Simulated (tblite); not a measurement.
# C5H12BBrO: the cost of one run

Computed with tblite 0.8.0 and PySCF 2.14.0, with density-fitted response routines of our own, on a single molecule in the gas phase. Atoms are numbered from 0 throughout.

### Step 1. The starting structure

20 atoms, charge 0, multiplicity 1; geometry from: force field or distance geometry start.

Bonds of the start (Å): C0–B1 1.62, B1–C2 1.59, C2–C3 1.51, C3–Br4 1.94, C3–C5 1.53, C5–O6 1.42, O6–C7 1.42, O6–B1 1.51, C0–H8 1.11, C0–H9 1.10, C0–H10 1.11, B1–H11 1.19, C2–H12 1.12, C2–H13 1.11, C3–H14 1.12, C5–H15 1.13, C5–H16 1.11, C7–H17 1.11, C7–H18 1.11, C7–H19 1.12.

### Step 2. Optimising the geometry with GFN2-xTB

What the job is given:

```
{"job": {"kind": "relax", "xc": "GFN2-xTB", "basis": "xTB"}, "charge": 0, "multiplicity": 1}
C      2.095400    -0.342900    -0.592100
B      0.481600    -0.214800    -0.656900
C      0.046600     1.293600    -0.904000
C     -0.683400     1.665400     0.363100
Br    -2.192100     2.840900     0.062500
C     -1.123400     0.322500     0.952300
O     -0.088500    -0.613600     0.677700
C     -0.620100    -1.928500     0.641800
H      2.378900    -1.399100    -0.404900
H      2.520500    -0.013600    -1.552800
H      2.484500     0.291400     0.226400
H      0.081100    -0.899700    -1.548700
H     -0.657900     1.331200    -1.767900
H      0.898700     1.981000    -1.090600
H      0.023100     2.161300     1.074700
H     -1.257100     0.423800     2.066300
H     -2.099600     0.040200     0.506500
H     -1.069100    -2.200800     1.624400
H      0.183700    -2.669500     0.457400
H     -1.407800    -2.058200    -0.138200
```

Started as:

```bash
$ OMP_NUM_THREADS=1 python probes_run.py task.json out
```

The driver reads the jobs from task.json and runs them one after another.

**Question.** How long does this first job take on 1 thread of Arm Neoverse N1, shared host, and how much memory does it need?

About 1.2 s, with a peak of 0.18 GiB.
